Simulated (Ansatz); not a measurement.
**CH₃FOSeSi: one species, many methods**

Aim: compute CH₃FOSeSi with functionals from several rungs and with coupled cluster. The yardstick is the atomisation energy at the CCSD(T) limit.

Program: Ansatz 0.2.0, Gaussian basis. Level of theory: functionals in def2-TZVPP, the program's frozen cores in correlated methods. These are calculated values, not measurements.

Levels to be run: LDA (SPW92), PBE-D4, revPBE-D4, BLYP-D4, r2SCAN-D4, B97M-V, PBE0-D4, B3LYP-D4, r2SCANh-D4, r2SCAN0-D4, HSE06-D4, BHLYP-D4, CAM-B3LYP-D4, LC-ωPBE, ωB97X-V, ωB97M-V, B2PLYP, PBE-QIDH; CCSD(T)/def2-SVP; CCSD(T)/def2-TZVPP; MP2/def2-QZVPP; extrapolation to the limit; RPA on PBE.

## 1. The relaxed structure

An earlier PBE0-D4 in a triple-zeta def2 set relaxation fixed the geometry.

SMILES `FC1O[SiH2][Se]1`, 8 atoms, charge 0, spin multiplicity 1.

Atoms are counted from 1 here; the program's logs count them from 0.

Bond lengths: F1–C2 1.350 Å, C2–O3 1.380 Å, C2–Se5 2.017 Å, C2–H6 1.091 Å, O3–Si4 1.676 Å, Si4–Se5 2.258 Å, Si4–H7 1.482 Å, Si4–H8 1.481 Å. Angles: F1–C2–O3 110.3°, F1–C2–Se5 111.2°, F1–C2–H6 108.1°, O3–C2–Se5 104.1°, O3–C2–H6 112.4°, Se5–C2–H6 110.8°, C2–O3–Si4 102.5°, O3–Si4–Se5 85.6°, O3–Si4–H7 112.9°, O3–Si4–H8 111.5°, Se5–Si4–H7 118.2°, Se5–Si4–H8 116.9°, H7–Si4–H8 109.7°, C2–Se5–Si4 67.7°.

## 2. LDA

This LDA is Slater exchange with PW92 correlation.

Contents of in.yaml:

```yaml
crystal:
  periodic: [false, false, false]
  atoms:
    - {symbol: F, position_ang: [-1.465709, 1.610288, 0.341037]}
    - {symbol: C, position_ang: [-0.226183, 1.076265, 0.382649]}
    - {symbol: O, position_ang: [0.093686, 0.511367, -0.835515]}
    - {symbol: Si, position_ang: [0.312615, -1.102738, -0.441936]}
    - {symbol: Se, position_ang: [-0.140631, -0.468496, 1.677302]}
    - {symbol: H, position_ang: [0.472681, 1.862904, 0.671714]}
    - {symbol: H, position_ang: [-0.650386, -1.998280, -1.125305]}
    - {symbol: H, position_ang: [1.696028, -1.548411, -0.725846]}
basis:
  gaussian: {orbitals: def2-TZVPP}
hamiltonian: {xc: lda}
output: {orbitals: {seedname: orbitals}}
```

Launch:

```console
$ ansatz run in.yaml --threads 4 --pin off --events-out ev --progress --plain --max-ram 10444MiB
```

Further steps of the session: PBE-D4 (GGA); revPBE-D4 (GGA); BLYP-D4 (GGA); r2SCAN-D4 (meta-GGA); B97M-V (meta-GGA); PBE0-D4 (hybrid); B3LYP-D4 (hybrid); r2SCANh-D4 (hybrid); r2SCAN0-D4 (hybrid); HSE06-D4 (hybrid); BHLYP-D4 (hybrid); CAM-B3LYP-D4 (range-separated); LC-ωPBE (range-separated); ωB97X-V (range-separated); ωB97M-V (range-separated); B2PLYP (double hybrid); PBE-QIDH (double hybrid); CCSD(T) in def2-SVP; CCSD(T) in def2-TZVPP; MP2 in def2-QZVPP; RPA on PBE orbitals.

Q: Predict the results of all the runs planned. Wanted: atomisation energy, CCSD(T)/CBS; farthest beyond LDA; mean size of error, GGA; mean size of error, meta-GGA; mean size of error, hybrid; mean size of error, range-separated; mean size of error, double hybrid; gap, smallest and largest; T1 diagnostic.

As calculated:

| quantity | value |
| --- | --- |
| atomisation energy, CCSD(T)/CBS | 2874.1 kJ/mol |
| functionals within 28.7 kJ/mol (1.0 %) | revPBE-D4, BLYP-D4, r2SCAN-D4, B97M-V, PBE0-D4, r2SCANh-D4, HSE06-D4, CAM-B3LYP-D4, LC-ωPBE, ωB97X-V, ωB97M-V |
| farthest beyond LDA | BHLYP-D4 (-151.2 kJ/mol) |
| mean size of error, GGA | 36.4 kJ/mol |
| mean size of error, meta-GGA | 9.5 kJ/mol |
| mean size of error, hybrid | 49.1 kJ/mol |
| mean size of error, range-separated | 14.6 kJ/mol |
| mean size of error, double hybrid | 45.6 kJ/mol |
| gap, smallest and largest | 4.14 eV (BLYP-D4), 11.16 eV (LC-ωPBE) |
| T1 diagnostic | 0.0117 |
| triples share of the correlation energy | 3.8 % |

What this shows: LDA overbinds by 515.6 kJ/mol (18 %). PBE-D4 misses by +73.3 kJ/mol. Double hybrids carry the basis error of their MP2 part in triple zeta, and no dispersion term here, so their miss is partly the set-up's. The rungs meta-GGA, range-separated miss on average by less than the doubt on the reference (28.7 kJ/mol), so they tie. Misses under about 28.7 kJ/mol are within the doubt on the reference itself, which lacks core-valence correlation, relativity and higher excitations, and its outer-core shells are covered unevenly. All levels share the lack of spin-orbit coupling, which lowers the free heavy atoms and so the true binding. Hartree-Fock recovers 67 % of the binding; the rest is correlation. CCSD(T) in def2-SVP is off by -241.7 kJ/mol, worse than the median functional, from the basis alone. The gap grows from 4.1 to 11.2 eV across the functionals, mostly with the share of exact exchange. Correlated methods include outer-core shells of Se, which these sets cover unevenly.
